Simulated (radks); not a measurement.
**Taking charge from the 3d level of Mn in fractions**

One table from this session's results is given with a row withheld; the runs are named, their logs left out.

Program: radks (a radial shooting solver on a logarithmic mesh, Libxc functionals) version 1. Level of theory: scalar-relativistic Kohn-Sham, LDA (Slater exchange, Perdew-Wang correlation), spin-polarised, spherical densities, finite nucleus. These are calculated values, not measurements, unless marked.

## What is computed

```
element            : manganese (Z = 25)
charge             : 0
electrons          : 25
configuration      : [Ar] 3d(up 5, down 0) 4s2
nuclear rms radius : 3.7057 fm
```

A shell typed twice in an input gives spin up, then spin down.

Set-up of the first run:

Input:

```text
Z 25
configuration [Ar] 3d5 3d0 4s2
relativity scalar-relativistic
functional lda,pw
spin polarised
nucleus finite rms 3.7057 fm
c 137.035999084
```

Steps of the session up to this table: Start: [Ar] 3d(up 5, down 0) 4s2.

One table of the session follows, with a row left open; its other results are not shown here.

It belongs to the step «Start: [Ar] 3d(up 5, down 0) 4s2». Radial moments (bohr):

```
  level     <r>  outermost maximum (interpolated)  90 % within  nodes
  3s up  0.8527                             0.736         1.28      2
3s down  0.8564                             0.737         1.29      2
  3p up  0.9042                             0.751         1.40      1
3p down  0.9115                             0.753         1.41      1
  3d up   1.192                             0.755         2.09      0
  4s up   2.988                              2.44         4.55      3
4s down   3.247                              2.62         4.97      3
3d down       ?                                 ?            ?      ?
```

Estimate the missing values for 3d down.

As computed: <r>: 1.354; outermost maximum (interpolated): 0.770; 90 % within: 2.49; nodes: 0. In the column «<r>» it lies between 3d up (1.192) and 4s up (2.988).
